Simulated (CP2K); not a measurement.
# CH5B2ClO (SMILES BB(Cl)OC), run twice

Wanted: energy and gradient of CH5B2ClO, GFN2-xTB.

The calculation is run with CP2K 2026.2.

4 further runs of the same task are left out: 4 set aside as unsound or not needed.

## (1) The molecule

CH5B2ClO has 10 atoms, charge 0, and is taken as a singlet. SMILES: `BB(Cl)OC`. Geometry: relaxed at GFN2-xTB. This is one conformer, not always the lowest.

Bond lengths: B1–B2 1.659 Å, B2–Cl3 1.763 Å, B2–O4 1.334 Å, O4–C5 1.405 Å, B1–H6 1.171 Å, B1–H7 1.170 Å, C5–H8 1.092 Å, C5–H9 1.094 Å, C5–H10 1.092 Å. Some angles: B1–B2–Cl3 112.4°, B1–B2–O4 135.3°, Cl3–B2–O4 112.3°, B2–O4–C5 125.0°, B2–B1–H6 122.0°, B2–B1–H7 122.0°, O4–C5–H8 108.6°, O4–C5–H9 111.6°, O4–C5–H10 108.5°, H6–B1–H7 115.7°.

## (2) Try one

Input file molecule.inp:

```
&global
   project molecule
   run_type ENERGY_FORCE
   print_level MEDIUM
&end global

&force_eval
   method QUICKSTEP
   &dft
      &qs
         method XTB
         eps_default 1.0E-10
         &xtb
            gfn_type TBLITE
            &tblite
               method GFN2
            &end tblite
            check_atomic_charges F
         &end xtb
      &end qs
      &poisson
         periodic NONE
         poisson_solver ANALYTIC
      &end poisson
      ! SCF settings
      &scf
         scf_guess ATOMIC
         eps_scf 1.0E-06
         max_scf 150
         added_mos 2
         &diagonalization
            algorithm STANDARD
         &end diagonalization
         &mixing
            method DIRECT_P_MIXING
            alpha 0.4
         &end mixing
      ! extra output
      &print
         &moments
            periodic F
            reference COM
            max_moment 1
         &end moments
         &mo ON
            energies T
            occupation_numbers T
            ndigits 6
            &each
               qs_scf 0
            &end each
            add_last NUMERIC
         &end mo
         &hirshfeld OFF
         &end hirshfeld
      &end print
   &end dft
   ! atoms, cell and kinds
   &subsys
      &cell
         abc 11.9 12.4 12.1
         periodic NONE
      &end cell
      &coord
         B     -0.882450     1.458460     0.412410
         B     -0.277340     0.005410     0.935280
         Cl    -0.620990    -0.291440     2.639110
         O      0.408680    -0.992820     0.375870
         C      0.822500    -1.032970    -0.965950
         H     -1.983250     1.569610     0.030140
         H     -0.275830     2.454220     0.511570
         H      0.363640    -1.899950    -1.445840
         H      0.536850    -0.123570    -1.502740
         H      1.908180    -1.146950    -0.989840
      &end coord
      &topology
         &center_coordinates
         &end center_coordinates
      &end topology
   &end subsys
   ! extra output
   &print
      &forces ON
      &end forces
   &end print
&end force_eval
```

Started as:

```console
OMP_NUM_THREADS=1 cp2k.psmp -i molecule.inp -o molecule.out
```

Standard output:

```text
Possible matches for unknown subsection

 MOMENTS

   subsection MOMENTS in section %__ROOT__%FORCE_EVAL%DFT%ENERGY_CORRECTION%PRINT score:  110
   subsection MOMENTS in section %__ROOT__%FORCE_EVAL%DFT%REAL_TIME_PROPAGATION%PRINT score:  110
   subsection MOMENTS in section %__ROOT__%FORCE_EVAL%DFT%PRINT score:  110
   subsection MOMENTS_FT in section %__ROOT__%FORCE_EVAL%DFT%REAL_TIME_PROPAGATION%PRINT score:  107
   enum SILENT in section %__ROOT__%GLOBAL%PRINT for keyword _SECTION_PARAMETERS_ score:  106

 *******************************************************************************
 *   ___                                                                       *
 *  /   \                                                                      *
 * [ABORT]                                                                     *
 *  \___/               unknown subsection MOMENTS of section PRINT            *
 *    |                                                                        *
 *  O/|                                                                        *
 * /| |                                                                        *
 * / \                                               input/input_parsing.F:192 *
 *******************************************************************************

 ===== Routine Calling Stack =====

            6 section_vals_parse
            5 section_vals_parse
            4 section_vals_parse
            3 section_vals_parse
            2 section_vals_parse
            1 read_input
```

Run time: 0.96 s. Hardware: 1 thread of Intel Xeon Platinum 8488C (Sapphire Rapids), shared host; peak memory 0.16 GiB.

## (3) What went wrong

The program refused the input.

The log says `\___/               unknown subsection MOMENTS of section PRINT`. Cause: a section of the input isn't closed.

## (4) Try two

Input file molecule.inp:

```
&GLOBAL
    PROJECT molecule
    RUN_TYPE ENERGY_FORCE
    PRINT_LEVEL MEDIUM
&END GLOBAL
&FORCE_EVAL
    METHOD QS
    &DFT
        CHARGE 0
        MULTIPLICITY 1
        # Quickstep
        &QS
            METHOD XTB
            EPS_DEFAULT 1.0E-10
            &XTB
                GFN_TYPE TBLITE
                &TBLITE
                    METHOD GFN2
                &END TBLITE
                CHECK_ATOMIC_CHARGES F
            &END XTB
        &END QS
        &POISSON
            PERIODIC NONE
            POISSON_SOLVER ANALYTIC
        &END POISSON
        # SCF settings
        &SCF
            SCF_GUESS ATOMIC
            EPS_SCF 1.0E-06
            MAX_SCF 150
            ADDED_MOS 2
            &DIAGONALIZATION
                ALGORITHM STANDARD
            &END DIAGONALIZATION
            &MIXING
                METHOD DIRECT_P_MIXING
                ALPHA 0.4
            &END MIXING
        &END SCF
        &PRINT
            &MOMENTS
                PERIODIC F
                REFERENCE COM
                MAX_MOMENT 1
            &END MOMENTS
            &MO ON
                ENERGIES T
                OCCUPATION_NUMBERS T
                NDIGITS 6
                &EACH
                    QS_SCF 0
                &END EACH
                ADD_LAST NUMERIC
            &END MO
            &HIRSHFELD OFF
            &END HIRSHFELD
        &END PRINT
    &END DFT
    &SUBSYS
        # vacuum box
        &CELL
            ABC [angstrom] 11.9 12.4 12.1
            PERIODIC NONE
        &END CELL
        &COORD
            B     -0.882450     1.458460     0.412410
            B     -0.277340     0.005410     0.935280
            Cl    -0.620990    -0.291440     2.639110
            O      0.408680    -0.992820     0.375870
            C      0.822500    -1.032970    -0.965950
            H     -1.983250     1.569610     0.030140
            H     -0.275830     2.454220     0.511570
            H      0.363640    -1.899950    -1.445840
            H      0.536850    -0.123570    -1.502740
            H      1.908180    -1.146950    -0.989840
        &END COORD
        &TOPOLOGY
            &CENTER_COORDINATES
            &END CENTER_COORDINATES
        &END TOPOLOGY
    &END SUBSYS
    &PRINT
        &FORCES ON
        &END FORCES
    &END PRINT
&END FORCE_EVAL
```

Started as:

```console
OMP_NUM_THREADS=1 cp2k.psmp -i molecule.inp -o molecule.out
```

Standard output:

```text
CP2K| version string:                                       CP2K version 2026.2
[...]
 GLOBAL| Method name                                                        CP2K
[...]
 GLOBAL| Run type                                                   ENERGY_FORCE
[...]
                             - Atoms:                                         10
[...]
                             - Spherical basis functions:                     30
[...]
 Number of electrons:                                                         28
[...]
  *** SCF run converged in    18 steps ***
[...]
  Fermi energy:                                                -0.31316323472754
[...]
 TB_DIPOLE| Moment [Debye]          0.73621136       0.52437996      -3.45947295
 TB_DIPOLE| Derivative [a.u.]       0.00000000       0.00000000       0.00000000
[...]
 ENERGY| Total FORCE_EVAL ( QS ) energy [hartree]            -15.810767848065989
 FORCES| Atomic forces [hartree/bohr]
 FORCES|   Atom     x               y               z               |f|
 FORCES|      1 -1.06937869E-04 -1.59639405E-04  1.44091698E-04   2.40172573E-04
 FORCES|      2 -5.16444596E-05  4.24160790E-05 -3.23692204E-05   7.42565848E-05
 FORCES|      3  7.85548433E-06  6.16138160E-05 -8.02152710E-05   1.01451765E-04
 FORCES|      4 -1.75551868E-05 -4.62492943E-05  4.65628332E-05   6.79358465E-05
 FORCES|      5  4.91311045E-05  1.99627994E-05 -8.14453855E-05   9.71891435E-05
 FORCES|      6  9.27601273E-08 -5.59640380E-05 -4.69763737E-05   7.30668313E-05
 FORCES|      7  1.38347564E-04  1.65115734E-04  3.69525400E-05   2.18560619E-04
 FORCES|      8  2.91631936E-07 -1.78693212E-06  3.10526157E-05   3.11053552E-05
 FORCES|      9 -4.78471096E-07 -4.71627685E-05 -1.45822697E-05   4.93679881E-05
 FORCES|     10 -1.91025584E-05  2.16940091E-05 -3.07116691E-06   2.90683648E-05
 FORCES| Sum    -1.68234296E-16  6.98293962E-18 -1.14098726E-16
 FORCES| Total atomic force                                       2.03396310E-16
[...]
```

It took 0.94 s on 1 thread of Intel Xeon Platinum 8488C (Sapphire Rapids), shared host; peak memory 0.18 GiB.

## (5) Summary of results

Level: GFN2-xTB.

| quantity | value |
| --- | --- |
| total energy | -15.81077 Eh |
| dipole moment (from atomic charges alone) | 3.58 D |
| HOMO energy | -10.64 eV |
| LUMO energy | -7.63 eV |
| HOMO–LUMO gap | 3.01 eV |
| largest force on an atom | 0.012 eV/Å |

The dipole comes from point charges on the atoms alone, without atomic dipoles, so it is partial.
